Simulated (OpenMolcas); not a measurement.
# Ir⁴⁺ among point charges: CASSCF and CASPT2 levels and susceptibility, part 2 of 2

How does a field of 4 point charges split the states of Ir⁴⁺, and what χT follows?

OpenMolcas 26.06; ANO-RCC-VDZP, DKH2, active space 5 electrons in 5 orbitals (5d), orbitals: per spin and parity. Surroundings: 4 point charges of -2.5 e arranged as a square (D4h), 2.11 Å from the ion. The steps go on from the part before.

**7. CASPT2: IPEA 0.25, imaginary shift 0.1 (closed shells correlated: 5s 5p)**

Input file a.inp:

```
>>> COPY JOB001 $Project.JobIph
&CASPT2
Multistate=1 1
Frozen=14 16
IPEA=0.25
Imaginary=0.1
MaxIter=60
WThr=0.0 0.3 0.05
PrWF=0.5
NoMix
>>> COPY JOB002 $Project.JobIph
&CASPT2
Multistate=24 1 2 3 4 5 6 7 8 9 10 11 12 13 14 15 16 17 18 19 20 21 22
23 24
NoMult
Frozen=14 16
IPEA=0.25
Imaginary=0.1
MaxIter=60
WThr=0.0 0.3 0.05
PrWF=0.5
NoMix
>>> COPY JOB003 $Project.JobIph
&CASPT2
Multistate=75 1 2 3 4 5 6 7 8 9 10 11 12 13 14 15 16 17 18 19 20 21 22
23 24 25 26 27 28 29 30 31 32 33 34 35 36 37 38 39 40 41 42 43 44 45 46
47 48 49 50 51 52 53 54 55 56 57 58 59 60 61 62 63 64 65 66 67 68 69 70
71 72 73 74 75
NoMult
Frozen=14 16
IPEA=0.25
Imaginary=0.1
MaxIter=60
WThr=0.0 0.3 0.05
PrWF=0.5
NoMix
```

Command:

```bash
$ OMP_NUM_THREADS=1 MOLCAS_MEM=1689 MOLCAS_PROJECT=a pymolcas a.inp > a.log
```

Output:

```text
Orbital specifications:
      -----------------------

      Symmetry species                           1   2
                                                ag  au
      Frozen orbitals                           14  16
      Inactive orbitals                          1   3
      Active orbitals                            5   0
      Secondary orbitals                         7  13
      Deleted orbitals                           0   0
      Number of basis functions                 27  32
Type of calculation                        SS-CASPT2
      Fock operator                              state-specific
      IPEA shift                                 0.25
      Real shift                                 0.00
      Imaginary shift                            0.10
      The input orbitals will be transformed to quasi-canonical
Reference energy:      -17817.3820871710
      E2 (Non-variational):      -0.1753070343
      Shift correction:          -0.0000839278
      E2 (Variational):          -0.1753909621
      Total energy:          -17817.5574781332
      Residual norm:              0.0000002843
      Reference weight:           0.96456
      Contributions to the CASPT2 correlation energy
      Active & Virtual Only:         -0.0386778565
      One Inactive Excited:          -0.0900141321
      Two Inactive Excited:          -0.0466150457
::    CASPT2 Root  1     Total energy: -17817.55747813
Orbital specifications:
      -----------------------

      Symmetry species                           1   2
                                                ag  au
      Frozen orbitals                           14  16
      Inactive orbitals                          1   3
      Active orbitals                            5   0
      Secondary orbitals                         7  13
      Deleted orbitals                           0   0
      Number of basis functions                 27  32
Type of calculation                        SS-CASPT2
      Fock operator                              state-specific
      IPEA shift                                 0.25
      Real shift                                 0.00
      Imaginary shift                            0.10
      The input orbitals will be transformed to quasi-canonical
Reference energy:      -17817.3490672894
      E2 (Non-variational):      -0.1912130389
      Shift correction:          -0.0001103299
      E2 (Variational):          -0.1913233688
      Total energy:          -17817.5403906582
      Residual norm:              0.0000000397
      Reference weight:           0.95969
      Contributions to the CASPT2 correlation energy
      Active & Virtual Only:         -0.0502454735
      One Inactive Excited:          -0.0903608505
      Two Inactive Excited:          -0.0506067149
Reference energy:      -17817.3297317541
      E2 (Non-variational):      -0.1864708791
      Shift correction:          -0.0001061225
      E2 (Variational):          -0.1865770016
      Total energy:          -17817.5163087557
      Residual norm:              0.0000000700
      Reference weight:           0.96134
      Contributions to the CASPT2 correlation energy
      Active & Virtual Only:         -0.0468191989
      One Inactive Excited:          -0.0894209598
      Two Inactive Excited:          -0.0502307204
::    CASPT2 Root  1     Total energy: -17817.54039066
::    CASPT2 Root  2     Total energy: -17817.51630876
::    CASPT2 Root  3     Total energy: -17817.51630875
::    CASPT2 Root  4     Total energy: -17817.50366338
::    CASPT2 Root  5     Total energy: -17817.48165502
::    CASPT2 Root  6     Total energy: -17817.48165503
::    CASPT2 Root  7     Total energy: -17817.47139674
::    CASPT2 Root  8     Total energy: -17817.46104815
::    CASPT2 Root  9     Total energy: -17817.46104816
::    CASPT2 Root 10     Total energy: -17817.44383735
::    CASPT2 Root 11     Total energy: -17817.44401150
::    CASPT2 Root 12     Total energy: -17817.42982272
::    CASPT2 Root 13     Total energy: -17817.42910397
::    CASPT2 Root 14     Total energy: -17817.42586604
::    CASPT2 Root 15     Total energy: -17817.39936452
::    CASPT2 Root 16     Total energy: -17817.38121542
::    CASPT2 Root 17     Total energy: -17817.38121543
::    CASPT2 Root 18     Total energy: -17817.36161416
::    CASPT2 Root 19     Total energy: -17817.32389171
::    CASPT2 Root 20     Total energy: -17817.32389170
::    CASPT2 Root 21     Total energy: -17817.28293648
::    CASPT2 Root 22     Total energy: -17817.28293647
::    CASPT2 Root 23     Total energy: -17817.28149137
::    CASPT2 Root 24     Total energy: -17817.23790027
Orbital specifications:
      -----------------------

      Symmetry species                           1   2
                                                ag  au
      Frozen orbitals                           14  16
      Inactive orbitals                          1   3
      Active orbitals                            5   0
      Secondary orbitals                         7  13
      Deleted orbitals                           0   0
      Number of basis functions                 27  32
Type of calculation                        SS-CASPT2
      Fock operator                              state-specific
      IPEA shift                                 0.25
      Real shift                                 0.00
      Imaginary shift                            0.10
      The input orbitals will be transformed to quasi-canonical
Reference energy:      -17817.2777429576
      E2 (Non-variational):      -0.1936555853
      Shift correction:          -0.0001062522
      E2 (Variational):          -0.1937618376
      Total energy:          -17817.4715047951
      Residual norm:              0.0000008279
      Reference weight:           0.95982
      Contributions to the CASPT2 correlation energy
      Active & Virtual Only:         -0.0514897655
      One Inactive Excited:          -0.0897975984
      Two Inactive Excited:          -0.0523682215
Reference energy:      -17817.2775856020
      E2 (Non-variational):      -0.1967562575
      Shift correction:          -0.0001261922
      E2 (Variational):          -0.1968824497
      Total energy:          -17817.4744680517
      Residual norm:              0.0000000481
      Reference weight:           0.95774
      Contributions to the CASPT2 correlation energy
      Active & Virtual Only:         -0.0537767303
      One Inactive Excited:          -0.0913458975
      Two Inactive Excited:          -0.0516336298
::    CASPT2 Root  1     Total energy: -17817.47150480
::    CASPT2 Root  2     Total energy: -17817.47446805
::    CASPT2 Root  3     Total energy: -17817.47446804
::    CASPT2 Root  4     Total energy: -17817.47165857
::    CASPT2 Root  5     Total energy: -17817.47160016
::    CASPT2 Root  6     Total energy: -17817.46774991
::    CASPT2 Root  7     Total energy: -17817.45572950
::    CASPT2 Root  8     Total energy: -17817.45572950
::    CASPT2 Root  9     Total energy: -17817.45367753
::    CASPT2 Root 10     Total energy: -17817.45215500
::    CASPT2 Root 11     Total energy: -17817.45215499
::    CASPT2 Root 12     Total energy: -17817.43326982
::    CASPT2 Root 13     Total energy: -17817.43485677
::    CASPT2 Root 14     Total energy: -17817.43036101
::    CASPT2 Root 15     Total energy: -17817.43036102
::    CASPT2 Root 16     Total energy: -17817.43237212
::    CASPT2 Root 17     Total energy: -17817.42471862
::    CASPT2 Root 18     Total energy: -17817.41692406
::    CASPT2 Root 19     Total energy: -17817.41692406
::    CASPT2 Root 20     Total energy: -17817.41773107
::    CASPT2 Root 21     Total energy: -17817.40570432
::    CASPT2 Root 22     Total energy: -17817.40559834
::    CASPT2 Root 23     Total energy: -17817.39934503
::    CASPT2 Root 24     Total energy: -17817.40018677
::    CASPT2 Root 25     Total energy: -17817.40018677
::    CASPT2 Root 26     Total energy: -17817.40152794
::    CASPT2 Root 27     Total energy: -17817.40152794
::    CASPT2 Root 28     Total energy: -17817.39461159
::    CASPT2 Root 29     Total energy: -17817.38655967
::    CASPT2 Root 30     Total energy: -17817.38655967
```

This run: 8.6 s of run time, 1 thread of Arm Neoverse V1, shared host.

SS-CASPT2: lowest energy less the reference's lowest, -0.1754 hartree; reference weights 0.953 to 0.965.

Spin-free states, with their symmetry labels:

```csv
state,degeneracy,E (cm-1),free-ion L (%)
6A1,1,0,S (100)
4B1,1,3750,F (40)
4E,2,9036,G (41)
4B2,1,11811,G (44)
4E,2,16641,G (33)
2E,2,18219,G (34)
2A2,1,18835,G (31)
2A1,1,18848,G (36)
2A1,1,18869,G (43)
4A2,1,18893,G (66)
2B1,1,19693,G (32)
4E,2,21164,G (79)
2E,2,22331,I (33)
2B2,1,22782,I (42)
2E,2,23116,F (61)
4A1,1,24903,G (82)
4A1,1,24941,G (99)
2A2,1,26912,F (55)
2B2,1,27261,D (45)
2A1,1,27458,I (44)
2E,2,27899,I (48)
4B1,1,28017,G (50)
4B2,1,28175,D (52)
4A1,1,28886,D (81)
```

With spin-orbit coupling:

```
E (cm-1)  Degeneracy  Label  2S+1               g
       0           2   E1/2     4  1.10 4.69 4.69
    1600           2   E3/2     6  2.47 2.47 3.97
    3010           2   E3/2     6  2.40 2.40 8.05
    5020           2   E1/2     4  1.01 1.54 1.54
    6700           2   E3/2     4  0.14 4.34 4.34
    8840           2   E1/2     4  0.66 0.66 3.74
   11820           2   E3/2     4  2.26 2.32 2.32
   12560           2   E3/2     4  0.32 0.58 0.58
   12980           2   E1/2     4  0.43 0.43 5.69
   16720           2   E3/2     4  2.06 2.06 3.30
   16900           2   E1/2     4  2.06 2.06 3.12
   18410           2   E1/2     4  0.30 0.35 0.35
   18910           2   E3/2     4  0.35 0.35 1.46
   19210           2   E1/2     4  0.06 0.06 2.78
   19740           2   E1/2     4  1.14 1.14 6.98
   20180           2   E3/2     2  0.84 2.21 2.21
   21890           2   E1/2     4  1.69 2.63 2.63
   22110           2   E3/2     2  0.67 1.83 1.83
   22870           2   E1/2     2  0.21 3.98 3.98
   24170           2   E3/2     4  1.83 1.83 2.96
   24410           2   E1/2     2  0.57 2.55 2.55
   24830           2   E1/2     4  1.19 1.19 1.59
   25050           2   E3/2     2  0.38 0.38 0.52
   26300           2   E1/2     4  0.78 0.78 2.01
```

Powder χT (cm³ K/mol): 1.42 at 2 K, 1.42 at 5 K, 1.43 at 10 K, 1.44 at 20 K, 1.48 at 50 K, 1.55 at 100 K, 1.61 at 150 K, 1.68 at 200 K, 1.75 at 250 K, 1.81 at 300 K.

**8. The methods side by side**

A. CASSCF
B. SS-CASPT2, IPEA 0.25, imaginary shift 0.1 (closed shells correlated: 5s 5p)

```csv
method,ground state,first gap with spin-orbit (cm-1),χT at 300 K
A,6A1,1062.0,2.46
B,6A1,1597.3,1.81
```

**9. Outcome**

What follows sums up all 2 parts.

```
                 quantity                                                                        value
                   method  SS-CASPT2, IPEA 0.25, imaginary shift 0.1 (closed shells correlated: 5s 5p)
   spin-free ground state                                              6A1, 1-fold in its orbital part
             lowest level                                            2-fold E1/2, g = 1.10, 4.69, 4.69
               next level                                                                  1597.3 cm⁻¹
              χT at 300 K                                                               1.81 cm³ K/mol
effective moment at 300 K                                                                      3.81 μB
```

Cost by method:

```csv
method,time of its own steps,time with the reference
A. CASSCF,26 s,26 s
"B. SS-CASPT2, IPEA 0.25, imaginary shift 0.1, +5s 5p",8.6 s,35 s
```

Times are of one thread on a shared host.

**Reading.** The spin-free ground state (6A1) comes to 100 % from free-ion S terms and keeps the highest spin of the shell. χT at 300 K is 1.81, against 4.39 cm³ K/mol for the spin alone, so spin-orbit coupling lowers it. An active space of the d shell alone favours high spin; real ions in strong fields can be low spin. The field of point charges can differ much from that of real complexes. With metal d orbitals alone active, the gaps between spin states are rough; where two lie within a few thousand cm-1, their order is open. Point charges carry no covalency, so the field is a model and not that of real ligands.
